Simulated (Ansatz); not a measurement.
This was printed by a script on Ansatz's Python interface, for a calculation of the elastic constants of SnSe, space group P4/nmm. What did the script look like? Level of theory (first run): LDA, PAW, the default cutoff (420 eV here), 6×6×2 k-points, fixed occupations.

`snse.cif`
```cif
data_SnSe
_cell_length_a 4.285327
_cell_length_b 4.285327
_cell_length_c 10.990692
_cell_angle_alpha 90.00000
_cell_angle_beta 90.00000
_cell_angle_gamma 90.00000
_symmetry_space_group_name_H-M 'P 1'
_symmetry_Int_Tables_number 1
loop_
_symmetry_equiv_pos_as_xyz
'x, y, z'
loop_
_atom_site_label
_atom_site_type_symbol
_atom_site_fract_x
_atom_site_fract_y
_atom_site_fract_z
Sn1 Sn    0.500000    0.000000    0.372229
Sn2 Sn    0.000000    0.500000    0.627771
Se3 Se    0.500000    0.000000    0.616039
Se4 Se    0.000000    0.500000    0.383961
```

```console
$ python elastic_snse.py
DeckWarning: basis.ecutwfc = 420 eV, auto-derived from the records' recommended cutoffs: set by Sn (normal level)
relaxed volume 192.750 A^3
[[52.7 32.8  9.8  0.   0.   0. ]
 [32.8 52.7  9.8  0.   0.   0. ]
 [ 9.8  9.8 60.7  0.   0.   0. ]
 [ 0.   0.   0.   7.5  0.   0. ]
 [ 0.   0.   0.   0.   7.5  0. ]
 [ 0.   0.   0.   0.   0.  37.6]]
Voigt stress of the unstrained cell (GPa, tension positive): [ 0.     0.    -0.004  0.     0.     0.   ]
smallest eigenvalue of C: 7.5 GPa; tensor positive definite: True
Voigt K 30.1 G 18.1; Reuss K 29.8 G 11.6; universal anisotropy index 2.783
Young modulus along x, y, z (GPa): [32.1 32.1 58.5]
linear compressibility along x, y, z (1/TPa): [10.18 10.18 13.18]
```
(Warnings from the package without file and line.)

One script that gives this output:

`elastic_snse.py`:
```python
"""Stiffness tensor and moduli of SnSe."""

from dataclasses import replace

import ansatz as az
from ase.io import read
import numpy as np

config = {
    "functional": "lda",
    "smearing": "Fixed",
    "scf_tol": 1e-10,
    "kgrid": (6, 6, 2),
}

atoms = read("snse.cif")
system = az.Crystal.from_ase(atoms)

model = (
    system.calculation()
    .functional(config["functional"])
    .occupations(config["smearing"])
    .scf(tolerance=config["scf_tol"])
    .kpoints(*config["kgrid"])
)
# first bring the cell to zero stress
rest = model.relax(cell=True).run(threads=1).lattice
relaxed = az.Crystal(lattice=az.Lattice.of(rest.cell_ang))
for site in rest.sites:
    relaxed = relaxed.atom(site.symbol, site.position_frac)
model = replace(model, crystal=relaxed)
print("relaxed volume {:.3f} A^3".format(abs(np.linalg.det(rest.cell_ang))))
out = model.elastic(az.ElasticMode.CLAMPED_ION).run(threads=1)
elastic = out.elastic

print(np.array2string(np.round(elastic.c_gpa, 1) + 0.0, suppress_small=True))
print("Voigt stress of the unstrained cell (GPa, tension positive):", np.round(elastic.sigma0_gpa, 3) + 0.0)
print("smallest eigenvalue of C:", round(elastic.stability.min_eigenvalue_gpa, 1), "GPa; tensor positive definite:", elastic.stability.min_eigenvalue_gpa > 0)
# averaged moduli need a positive definite tensor
if elastic.stability.min_eigenvalue_gpa > 0:
    m = elastic.moduli
    anisotropy = 5 * m.g_voigt_gpa / m.g_reuss_gpa + m.k_voigt_gpa / m.k_reuss_gpa - 6
    print(f"Voigt K {m.k_voigt_gpa:.1f} G {m.g_voigt_gpa:.1f}; Reuss K {m.k_reuss_gpa:.1f} G {m.g_reuss_gpa:.1f}; universal anisotropy index {anisotropy:.3f}")
    S = np.linalg.inv(elastic.c_gpa)
    print("Young modulus along x, y, z (GPa):", np.round(1 / np.diag(S)[:3], 1))
    print("linear compressibility along x, y, z (1/TPa):", np.round(1000 * S[:3, :3].sum(axis=1), 2))
```

Caveats:
- The cell holds layers, chains or clusters in vacuum, no bulk phase; its stress is averaged over the vacuum too and scales with the cell's height.
- With fixed filling the reported Fermi level is the top filled level among the k-points of the SCF.
- A positive definite tensor excludes instabilities under uniform strain alone; phonons elsewhere in the zone can still be imaginary.
- The structure is layered, and without a dispersion term the spacing of the layers is poorly determined.
- Points of the mesh across the vacuum add cost only.
- These are clamped-ion constants: where atoms have free coordinates under strain, the relaxed-ion ones can be far smaller or negative, so this tensor doesn't settle whether the crystal is stable.
- The structure comes from a database of computed cells and needn't be a stable or known phase.
- The constants belong to the cell that was strained; where it wasn't relaxed first it may be under stress.
- Wall time of the script: 3.1 min on 1 thread of Intel(R) Xeon(R) Processor @ 2.30GHz (shared host), peak memory 0.79 GiB.

(A comment or docstring line of the script was reworded after the run, the code is as it ran.)
